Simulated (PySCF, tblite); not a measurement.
# C5H5O2−: geometry, infrared bands, NMR shifts and spin-spin couplings

What infrared bands, NMR shifts and spin-spin couplings should C5H5O2− (`O=C([O-])C=C1CC1`) show?

Programs: tblite 0.8.0 and PySCF 2.14.0, with density-fitted response routines of our own. Each step states its level of theory. These are calculated values for one molecule in the gas phase, unless marked as measured. Atoms count from 0, in the outputs and in this text.

**1. Starting geometry**

12 atoms, charge -1, multiplicity 1; geometry from: force field or distance geometry start.

Bonds of the start (Å): O0–C1 1.26, C1–O2 1.40, C1–C3 1.45, C3–C4 1.32, C4–C5 1.47, C5–C6 1.51, C6–C4 1.51, C3–H7 1.09, C5–H8 1.10, C5–H9 1.13, C6–H10 1.10, C6–H11 1.13.

**2. Relaxing the molecule with GFN2-xTB**

What the job is given:

```
{"job": {"kind": "relax", "xc": "GFN2-xTB", "basis": "xTB"}, "charge": -1, "multiplicity": 1}
O      1.594600     1.667600     0.095400
C      2.037200     0.487300     0.122300
O      3.421000     0.346000     0.230700
C      1.111000    -0.628300     0.063000
C     -0.190100    -0.396100    -0.011900
C     -1.613100    -0.757400    -0.119000
C     -1.224700     0.700900    -0.098700
H      1.459600    -1.659800     0.103100
H     -1.889100    -1.251000    -1.066400
H     -2.189500    -1.074900     0.802300
H     -1.269800     1.295300    -1.019900
H     -1.245900     1.269700     0.873200
```

On the command line:

```console
> OMP_NUM_THREADS=1 python probes_run.py task.json out
```

This one command runs all jobs of the session in turn.

**Question.** This job is followed by: GFN2-xTB harmonic vibrations, gas phase; GIAO PBE0/pcSseg-1 NMR shielding, non-relativistic, gas phase; B3LYP/pcJ-1 indirect spin-spin coupling, non-relativistic, gas phase. What will the session give for the following? strongest single infrared mode (GFN2-xTB); zero-point energy (GFN2-xTB); 13C shifts against TMS (PBE0/pcSseg-1); 1H shifts against TMS (PBE0/pcSseg-1, means over atoms taken as alike); 17O shifts against H2O (PBE0/pcSseg-1); largest coupling of the table (B3LYP/pcJ-1).

**Answer**, as computed:

| quantity | value |
| --- | --- |
| strongest single infrared mode (GFN2-xTB) | 1766 cm⁻¹, 557 km/mol |
| zero-point energy (GFN2-xTB) | 53.5 kcal/mol |
| 13C shifts against TMS (PBE0/pcSseg-1) | 166.9, 142.0, 117.2, 6.5, 1.0 ppm |
| 1H shifts against TMS (PBE0/pcSseg-1, means over atoms taken as alike) | 6.34, 1.08, 0.34 ppm |
| 17O shifts against H2O (PBE0/pcSseg-1) | 362.6, 322.1 ppm |
| largest coupling of the table (B3LYP/pcJ-1) | 1J(C,H) C6–H10, 165.0 Hz |

In words: Over 34 steps the energy fell by 1.005 eV; of the close pairs, C1–O2 changed most, 1.395 to 1.241 Å. The lowest mode is slightly imaginary (9i cm⁻¹), a soft motion within the noise of the Hessian, so the minimum is not strictly shown. The strongest single mode, at 1766 cm⁻¹, moves mainly C1. GFN2-xTB is a fitted tight-binding method: band positions and strengths are rough. Its intensities can rank the bands wrongly. At PBE0/pcSseg-1: Shielding is most anisotropic at O0 (span 432 ppm, paramagnetic term -397 ppm). In the run at B3LYP/pcJ-1, the largest coupling of the table is C6–H10 (mean over like pairs), 165.0 Hz, of which the Fermi-contact term gives 163.4 Hz. Couplings across rotatable bonds belong to this one conformer; where others are populated, the observed values are averages.
